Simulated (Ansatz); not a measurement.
# Ni3Pt: the cost of one run

Computed with Ansatz 0.2.0 (DFT, LDA, all-electron LAPW, scalar-relativistic, unless a step's input says otherwise).

## Step 1: The starting structure

It takes space group Pm-3m (No. 221, cubic). Conventional cell: a = 3.625 Å, b = 3.625 Å, c = 3.625 Å, α = 90.00°, β = 90.00°, γ = 90.00°. Ni (site symmetry 4/mmm) is surrounded by 8 Ni at 2.56 Å and 4 Pt at 2.56 Å. Around Pt (site symmetry m-3m) lie 12 Ni at 2.56 Å.

Coordinates:

```
Ni Pt
1.0
     3.62457    0.00000    0.00000
     0.00000    3.62457    0.00000
     0.00000    0.00000    3.62457
Ni Pt
3 1
Direct
  0.50000 0.00000 0.50000
  0.00000 0.50000 0.50000
  0.50000 0.50000 0.00000
  0.00000 0.00000 0.00000
```

Atoms are numbered in the order of the input: Ni1, Ni2, Ni3, Pt4.

## Step 2: Spiral at q = 0, LAPW

File input.yaml:

```yaml
crystal:
  lattice:
    - [3.62456679, 0.0, 0.0]
    - [0.0, 3.62456679, 0.0]
    - [0.0, 0.0, 3.62456679]
  atoms:
    - { symbol: Ni, position: [0.5, 0.0, 0.5], spin: 0.6, spin_axis: [1.0, 0.0, 0.0] }
    - { symbol: Ni, position: [0.0, 0.5, 0.5], spin: 0.6, spin_axis: [1.0, 0.0, 0.0] }
    - { symbol: Ni, position: [0.5, 0.5, 0.0], spin: 0.6, spin_axis: [1.0, 0.0, 0.0] }
    - { symbol: Pt, position: [0.0, 0.0, 0.0], spin: 0.3, spin_axis: [1.0, 0.0, 0.0] }
magnetization:
  noncollinear: true
  spin_spiral: { q: [0.0, 0.0, 0.0] }
kpoints:
  mp_grid: { grid: [8, 8, 8] }
scf:
  occupations: { method: fermi_dirac, width: 0.05 }
  lower_state_search: "off"
hamiltonian:
  xc: lda
  pseudopotentials: { kind: all_electron, lapw: { basis_error: 0.001 } }
output:
  eigenvalues: false
```

Started as:

```console
$ ansatz run input.yaml --threads 2 --pin off --max-ram 6144MiB --backend cpu --events-out ev --progress --plain --runs-dir out
```

Q: Estimate wall time and peak memory on 2 threads of Arm Neoverse V2, shared host.

About 6.1 min, with a peak of 1.5 GiB.
